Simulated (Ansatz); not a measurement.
**C2H3AlF2: small, medium and large basis sets**

One table from this session's results is given with a row withheld; the runs are named, their logs left out.

Method: one geometry, several basis sets; program: Ansatz 0.2.0, Gaussian basis.

Plan: PBE0-D4/def2-SVP; ωB97M-V/def2-SVP; PBE0-D4/def2-QZVPP; ωB97M-V/def2-QZVPP; the functionals' def2-TZVPP values are taken from earlier runs.

## Structure used throughout

All runs share one geometry, relaxed beforehand with PBE0-D4 in a triple-zeta def2 set.

SMILES `F/C=[C](\F)[AlH2]`, 8 atoms, charge 0, spin multiplicity 1.

Atoms are counted from 1 here; the program's logs count them from 0.

Bond lengths: F1–C2 1.328 Å, C2–C3 1.334 Å, C2–H6 1.084 Å, C3–F4 1.351 Å, C3–Al5 1.948 Å, Al5–H7 1.579 Å, Al5–H8 1.583 Å. Angles: F1–C2–C3 123.9°, F1–C2–H6 113.8°, C3–C2–H6 122.3°, C2–C3–F4 118.0°, C2–C3–Al5 120.0°, F4–C3–Al5 122.0°, C3–Al5–H7 120.6°, C3–Al5–H8 115.1°, H7–Al5–H8 124.3°.

Coordinates:

```csv
atom,x (Å),y (Å),z (Å)
F1,1.08862,0.51394,2.29635
C2,0.44688,0.56804,1.13545
C3,0.32345,-0.46905,0.30511
F4,0.88523,-1.64246,0.66889
Al5,-0.64359,-0.26487,-1.37357
H6,0.02408,1.54119,0.91395
H7,-0.79685,-1.48371,-2.36578
H8,-1.23562,1.17972,-1.63618
```

The first run:

Input file in.yaml:

```yaml
crystal:
  periodic: [false, false, false]
  atoms:
    - {symbol: F, position_ang: [1.088623, 0.513941, 2.296348]}
    - {symbol: C, position_ang: [0.446879, 0.568044, 1.135446]}
    - {symbol: C, position_ang: [0.323448, -0.469055, 0.305105]}
    - {symbol: F, position_ang: [0.885228, -1.642457, 0.668886]}
    - {symbol: Al, position_ang: [-0.643590, -0.264870, -1.373574]}
    - {symbol: H, position_ang: [0.024082, 1.541190, 0.913948]}
    - {symbol: H, position_ang: [-0.796848, -1.483715, -2.365776]}
    - {symbol: H, position_ang: [-1.235620, 1.179722, -1.636182]}
basis:
  gaussian: {orbitals: def2-SVP}
hamiltonian: {xc: pbe0, dispersion: d4}
output: {orbitals: {seedname: orbitals}}
```

Among the steps run: PBE0-D4 in def2-SVP; ωB97M-V in def2-SVP; PBE0-D4 in def2-QZVPP; ωB97M-V in def2-QZVPP.

One of the session's tables, all rows but one given; the rest of the session is left out.

It belongs to the step «Density functionals: the series». 

| functional | basis | HOMO (eV) | LUMO (eV) |
| --- | --- | --- | --- |
| PBE0-D4 | def2-SVP | -7.54 | -1.89 |
| PBE0-D4 | def2-TZVPP | -7.68 | -1.90 |
| PBE0-D4 | def2-QZVPP | -7.71 | -1.92 |
| ωB97M-V | def2-SVP | -9.72 | -0.15 |
| ωB97M-V | def2-TZVPP | -9.89 | -0.23 |
| ωB97M-V | def2-QZVPP | ? | ? |

Estimate the missing values for ωB97M-V, def2-QZVPP.

As computed: HOMO (eV): -9.94; LUMO (eV): -0.35. In the column «HOMO (eV)» it is the lowest.
